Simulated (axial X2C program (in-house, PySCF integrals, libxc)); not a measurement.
**A two-component session on OsB: EOM-EA-CCSD levels**

Wanted for OsB: EOM-EA-CCSD levels, at the two-component level.

Method: two-component X2C with atomic mean-field terms, Os dyall-acv3z, B dyall-av3z; program: an in-house X2C program for linear molecules on PySCF integrals.

All values are calculated.

### Step 1. Set-up

Input file task.json:

```json
{
 "zs": [
  76,
  5
 ],
 "q": 0,
 "bas": [
  "dyall-acv3z",
  "dyall-av3z"
 ],
 "r0": 2.14,
 "eom": "ea",
 "thr": -2.0,
 "nmax": 92,
 "grid": [
  1,
  0.96,
  1.045,
  0.92,
  1.09,
  1.15
 ]
}
```

Keys: zs atomic numbers; q charge; bas basis sets; r0 starting distance in Å; eom kind of EOM run; thr threshold in hartree for freezing inner shells (an s shell follows its p shell); nmax most natural virtual spinors; grid distances as factors.

Run with:

```bash
$ python soeom.py task.json out
```

Further steps of the session: EOM-EA-CCSD at 1.771 Å.

**Question.** What will these runs give? Wanted: next root led by one particle; T1 of the reference; lowest state, Re and ωe.

**Answer**, as computed:

| quantity | value |
| --- | --- |
| lowest root at 1.771 Å | Ω = 1/2, 7.737 eV |
| next root led by one particle | Ω = 5/2, about 4050 cm⁻¹ higher |
| T1 of the reference | 0.040 |
| lowest state, Re and ωe | 1.762 Å, 983 cm⁻¹ |

**Reading.** The added electron is bound by 7.74 eV in a spinor of 39% B pσ, 35% Os sσ, 15% Os pσ. Errors of 0.1 to 0.3 eV are usual at this size, and roots led by higher excitations are left out, so the list is incomplete, and low states of that kind can be missing. T1 or the largest double amplitude of the reference is raised, which lowers the reliability. The bond is 0.020 Å longer than in the closed-shell reference at CCSD (1.742 Å).
